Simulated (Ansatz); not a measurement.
# Cl2F2H4Si: the cost of one run

Program: Ansatz 0.2.0, Gaussian basis. Level of theory: PBE0-D4, def2-SVP first, then def2-TZVP. These are calculated values, not measurements.

190 further runs of the same task are left out: 190 set aside as unsound or not needed.

## 1. The starting structure

The guess: 9 atoms, charge 0, spin multiplicity 1.

Atoms are counted from 1 here; the program's logs count them from 0.

Bond lengths: Si1–Cl2 2.217 Å, Si1–H3 1.445 Å, Si1–H4 1.445 Å, Si1–Cl5 2.051 Å, Cl2–H8 1.423 Å, H6–F7 1.137 Å, H6–F9 1.141 Å. Angles: Cl2–Si1–H3 104.6°, Cl2–Si1–H4 104.6°, Cl2–Si1–Cl5 96.7°, H3–Si1–H4 138.6°, H3–Si1–Cl5 102.5°, H4–Si1–Cl5 102.5°, Si1–Cl2–H8 102.1°, F7–H6–F9 158.3°.

Geometry (Å):

```xyz
9
Cl2F2H4Si
Si   -0.9104    0.6402   -0.4332
Cl    1.2921    0.6789   -0.6828
H    -1.3453   -0.4967   -1.2113
H    -1.1389    1.2084    0.8757
Cl   -1.3214    2.2160   -1.6796
H     0.5495   -1.3922    1.0831
F    -0.5184   -1.0447    0.9043
H     1.7065   -0.3954    0.1539
F     1.6864   -1.4145    0.9900
```

Distances that are to change: Si1–F7 2.19 Å, H6–F9 1.14 Å, Cl2–H8 1.42 Å, Si1–Cl2 2.22 Å, H6–F7 1.14 Å, H8–F9 1.32 Å.

## 2. Constrained relaxation of the guess

The input, hold/in.yaml:

```yaml
crystal:
  periodic: [false, false, false]
  atoms:
    - {symbol: Si, position_ang: [-0.910400, 0.640200, -0.433200]}
    - {symbol: Cl, position_ang: [1.292100, 0.678900, -0.682800]}
    - {symbol: H, position_ang: [-1.345300, -0.496700, -1.211300]}
    - {symbol: H, position_ang: [-1.138900, 1.208400, 0.875700]}
    - {symbol: Cl, position_ang: [-1.321400, 2.216000, -1.679600]}
    - {symbol: H, position_ang: [0.549500, -1.392200, 1.083100]}
    - {symbol: F, position_ang: [-0.518400, -1.044700, 0.904300]}
    - {symbol: H, position_ang: [1.706500, -0.395400, 0.153900]}
    - {symbol: F, position_ang: [1.686400, -1.414500, 0.990000]}
basis:
  gaussian: {orbitals: def2-SVP}
hamiltonian: {xc: pbe0, dispersion: d4}
relax: {f_tol: 0.04, max_steps: 150, escape_saddle: false, constraints: [{distance: [0, 6]}, {distance: [5, 8]}, {distance: [1, 7]}, {distance: [0, 1]}, {distance: [5, 6]}, {distance: [7, 8]}]}
```

Started as:

```console
ansatz run in.yaml --threads 8 --pin off --events-out ev --progress --plain --max-ram 19148MiB
```

**Question.** How long does this run take on 8 threads of Intel Xeon at 2.50GHz, shared host?

About 15 s.
